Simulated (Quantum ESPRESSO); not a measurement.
Set up this calculation in Quantum ESPRESSO 7.5, as the native input.

- Task: single point
- Functional: LDA
- Potentials or basis: GBRV 1.5 LDA
- Cutoff: 762 eV
- Density cutoff: 6123 eV
- k mesh: 32 × 32 × 32
- Occupations: methfessel-paxton, width 0.2 eV
- Spin: no spin polarisation
- Form of the LDA correlation: PZ81
- Mixing beta: 0.5
- Most SCF iterations: 120
- SCF threshold: 2e-10 Ry
- Tstress: yes
- Forc conv thr: 0.0001 Ry/bohr

The system is Pt.

```
CELL_PARAMETERS angstrom
0.00973 1.94601 1.94601
1.95574 0.00000 1.95574
1.94601 1.94601 0.00973
ATOMIC_POSITIONS crystal
Pt 0.00000 0.00000 0.00000
```

The cell was built by a generator and needn't be a form met in nature.

One way to write it, as run:

pw.in

```
&CONTROL
  calculation = 'scf'
  prefix = 'pwscf'
  outdir = './tmp'
  pseudo_dir = './pseudo'
  tprnfor = .true.
  tstress = .true.
  disk_io = 'nowf'
  forc_conv_thr = 0.0001
/
&SYSTEM
  ibrav = 0
  nat = 1
  ntyp = 1
  ecutwfc = 56
  ecutrho = 450
  nbnd = 14
  occupations = 'smearing'
  smearing = 'mp'
  degauss = 0.01469973
/
&ELECTRONS
  conv_thr = 2d-10
  electron_maxstep = 120
  mixing_beta = 0.5
/
ATOMIC_SPECIES
Pt   195.0840 pt_lda_v1.4.uspp.F.UPF
CELL_PARAMETERS angstrom
   0.0097300561    1.9460112200    1.9460112200
   1.9557412761    0.0000000000    1.9557412761
   1.9460112200    1.9460112200    0.0097300561
ATOMIC_POSITIONS crystal
Pt     0.0000000000    0.0000000000    0.0000000000
K_POINTS automatic
32 32 32 0 0 0
```

Potentials or basis: GBRV 1.5 LDA.

Command:

```bash
$ OMP_NUM_THREADS=1 mpirun -n 4 pw.x -nk 4 -in pw.in > pw.out
```

Results of the run:

```
Pressure               : -0.3 GPa
Band gap on the k mesh : none (metal or under the smearing width)
```

Run time: 3.1 min on 4 MPI ranks on Intel(R) Xeon(R) Platinum 8375C CPU @ 2.90GHz (Ice Lake) (shared host), peak memory 0.92 GiB a rank.
